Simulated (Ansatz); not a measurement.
**C3H3Ga (SMILES [CH3][Ga]1[C]#[C]1): single points off equilibrium**

One table from this session's results is given with a row withheld; the runs are named, their logs left out.

Program: Ansatz 0.2.0, Gaussian basis. Level of theory: single points in def2-TZVPP. These are calculated values, not measurements.

Correlated methods freeze the cores. Filled d shells of the heavier atoms are correlated.

## Where the work starts

SMILES `[CH3][Ga]1[C]#[C]1`, 7 atoms, charge 0, spin multiplicity 1.

Atoms are counted from 1 here; the program's logs count them from 0.

Bond lengths: C1–Ga2 2.121 Å, C1–H5 1.210 Å, C1–H6 1.002 Å, C1–H7 1.359 Å, Ga2–C3 1.888 Å, Ga2–C4 1.944 Å, C3–C4 1.209 Å. Angles: Ga2–C1–H5 110.0°, Ga2–C1–H6 109.9°, Ga2–C1–H7 97.3°, H5–C1–H6 114.4°, H5–C1–H7 117.2°, H6–C1–H7 106.5°, C1–Ga2–C3 161.0°, C1–Ga2–C4 155.9°, C3–Ga2–C4 36.7°, Ga2–C3–C4 74.2°, Ga2–C4–C3 69.1°.

As a file:

```mol
C3H3Ga
  3D, bonds by distance, orders not assigned

  7  7  0  0  0  0  0  0  0  0999 V2000
   -0.4065    1.0900   -0.5722 C   0  0
    0.1890   -0.6435    0.4943 Ga  0  0
    1.2465   -1.8589    1.4793 C   0  0
    0.5721   -2.5341    0.7375 C   0  0
    0.0053    1.0390   -1.7093 H   0  0
   -0.1319    1.9118   -0.0693 H   0  0
   -1.7467    0.9540   -0.3891 H   0  0
  1  2  8  0
  1  5  8  0
  1  6  8  0
  1  7  8  0
  2  3  8  0
  2  4  8  0
  3  4  8  0
M  END
```

The first run:

File run/in.yaml:

```yaml
crystal:
  periodic: [false, false, false]
  atoms:
    - {symbol: C, position_ang: [-0.406500, 1.090000, -0.572200]}
    - {symbol: Ga, position_ang: [0.189000, -0.643500, 0.494300]}
    - {symbol: C, position_ang: [1.246500, -1.858900, 1.479300]}
    - {symbol: C, position_ang: [0.572100, -2.534100, 0.737500]}
    - {symbol: H, position_ang: [0.005300, 1.039000, -1.709300]}
    - {symbol: H, position_ang: [-0.131900, 1.911800, -0.069300]}
    - {symbol: H, position_ang: [-1.746700, 0.954000, -0.389100]}
basis:
  gaussian: {orbitals: def2-TZVPP}
correlation: {method: ccsd_t}
output: {forces: true}
```

No record of the launch command was kept for these runs.

Among the steps run: CCSD(T)/def2-TZVPP; PBE0-D4/def2-TZVPP; wB97M-V/def2-TZVPP; r2SCAN-D4/def2-TZVPP; PBE-D4/def2-TZVPP; r2SCANh-D4/def2-TZVPP; LC-wPBE/def2-TZVPP.

One of the session's tables, all rows but one given; the rest of the session is left out.

```
    method  RMS force component (eV/Å)  angle to CCSD(T) forces (°)  dipole (D)
   CCSD(T)                       2.943                    reference        5.62
   PBE0-D4                       2.754                          5.3        5.80
   wB97M-V                       2.703                          6.7        5.84
 r2SCAN-D4                       2.754                          4.3        5.69
    PBE-D4                           ?                            ?           ?
r2SCANh-D4                       2.728                          5.6        5.77
   LC-wPBE                       2.689                         10.4        5.98
```

Q: Estimate the row for PBE-D4 from the others.

The run gave: RMS force component (eV/Å): 2.851; angle to CCSD(T) forces (°): 2.3; dipole (D): 5.54. In the column «RMS force component (eV/Å)» it lies between r2SCAN-D4 (2.754) and CCSD(T) (2.943).
